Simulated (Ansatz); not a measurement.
# C3H7BO: up Jacob's ladder to CCSD(T)

The task here is to estimate one member of a computed series from the others.

Computed with Ansatz 0.2.0, Gaussian basis. Level: functionals in def2-TZVPP, the program's frozen cores in correlated methods.

Plan: LDA (SPW92), PBE-D4, revPBE-D4, BLYP-D4, r2SCAN-D4, B97M-V, PBE0-D4, B3LYP-D4, r2SCANh-D4, r2SCAN0-D4, HSE06-D4, BHLYP-D4, CAM-B3LYP-D4, LC-ωPBE, ωB97X-V, ωB97M-V, B2PLYP, PBE-QIDH; CCSD(T)/def2-SVP; CCSD(T)/def2-TZVPP; MP2/def2-QZVPP; extrapolation to the limit; RPA on PBE.

### The geometry

The geometry comes from an earlier relaxation with PBE0-D4 in a triple-zeta def2 set; it is a stationary point, not always the lowest conformer.

SMILES `BCC(C)=O`, 12 atoms, charge 0, spin multiplicity 1.

Atoms are counted from 1 here; the program's logs count them from 0.

Bond lengths: B1–C2 1.557 Å, B1–H6 1.195 Å, B1–H7 1.197 Å, C2–C3 1.504 Å, C2–H8 1.107 Å, C2–H9 1.092 Å, C3–C4 1.505 Å, C3–O5 1.206 Å, C4–H10 1.088 Å, C4–H11 1.092 Å, C4–H12 1.095 Å. Angles: C2–B1–H6 119.8°, C2–B1–H7 121.1°, H6–B1–H7 119.0°, B1–C2–C3 115.3°, B1–C2–H8 100.6°, B1–C2–H9 112.9°, C3–C2–H8 109.6°, C3–C2–H9 110.4°, H8–C2–H9 107.1°, C2–C3–C4 117.0°, C2–C3–O5 120.9°, C4–C3–O5 122.0°, C3–C4–H10 110.1°, C3–C4–H11 111.2°, C3–C4–H12 109.0°, H10–C4–H11 110.3°, H10–C4–H12 109.1°, H11–C4–H12 107.1°.

Set-up of the first run:

in.yaml

```yaml
crystal:
  periodic: [false, false, false]
  atoms:
    - {symbol: B, position_ang: [-1.581239, 0.800992, 0.222664]}
    - {symbol: C, position_ang: [-0.384504, 0.117068, 0.946472]}
    - {symbol: C, position_ang: [0.927398, 0.170867, 0.212162]}
    - {symbol: C, position_ang: [1.083419, -0.737912, -0.977348]}
    - {symbol: O, position_ang: [1.804748, 0.920188, 0.564152]}
    - {symbol: H, position_ang: [-2.525052, 1.170639, 0.856010]}
    - {symbol: H, position_ang: [-1.602992, 0.910597, -0.969042]}
    - {symbol: H, position_ang: [-0.742995, -0.928853, 0.990709]}
    - {symbol: H, position_ang: [-0.259317, 0.457731, 1.976012]}
    - {symbol: H, position_ang: [1.975747, -0.468389, -1.538990]}
    - {symbol: H, position_ang: [0.203196, -0.697893, -1.622963]}
    - {symbol: H, position_ang: [1.178592, -1.770335, -0.625939]}
basis:
  gaussian: {orbitals: def2-TZVPP}
hamiltonian: {xc: lda}
output: {orbitals: {seedname: orbitals}}
```

Steps of the session up to this table: LDA; PBE-D4 (GGA); revPBE-D4 (GGA); BLYP-D4 (GGA); r2SCAN-D4 (meta-GGA); B97M-V (meta-GGA); PBE0-D4 (hybrid); B3LYP-D4 (hybrid); r2SCANh-D4 (hybrid); r2SCAN0-D4 (hybrid); HSE06-D4 (hybrid); BHLYP-D4 (hybrid); CAM-B3LYP-D4 (range-separated); LC-ωPBE (range-separated); ωB97X-V (range-separated); ωB97M-V (range-separated); B2PLYP (double hybrid); PBE-QIDH (double hybrid).

One of the session's tables, all rows but one given; the rest of the session is left out.

It belongs to the step «Frontier levels by functional». 

| functional | HOMO (eV) | LUMO (eV) | gap (eV) |
| --- | --- | --- | --- |
| LDA (SPW92) | -5.82 | -2.99 | 2.83 |
| PBE-D4 | -5.65 | -2.70 | 2.95 |
| revPBE-D4 | -5.58 | -2.57 | 3.01 |
| BLYP-D4 | -5.56 | -2.56 | 3.00 |
| r2SCAN-D4 | -5.92 | -2.28 | 3.64 |
| B97M-V | -6.11 | -2.41 | 3.70 |
| PBE0-D4 | -7.21 | -1.67 | 5.54 |
| B3LYP-D4 | -6.97 | -1.92 | 5.05 |
| r2SCANh-D4 | -6.51 | -1.93 | 4.58 |
| r2SCAN0-D4 | -7.41 | -1.42 | 5.99 |
| HSE06-D4 | -6.80 | -2.06 | 4.75 |
| BHLYP-D4 | -8.74 | -0.64 | 8.10 |
| CAM-B3LYP-D4 | -8.66 | -0.59 | 8.07 |
| LC-ωPBE | ? | ? | ? |
| ωB97X-V | -9.65 | 0.54 | 10.19 |
| ωB97M-V | -9.61 | 0.26 | 9.86 |

Estimate the missing values for LC-ωPBE.

The run gave: HOMO (eV): -9.96; LUMO (eV): 0.67; gap (eV): 10.63. In the column «HOMO (eV)» it is the lowest.
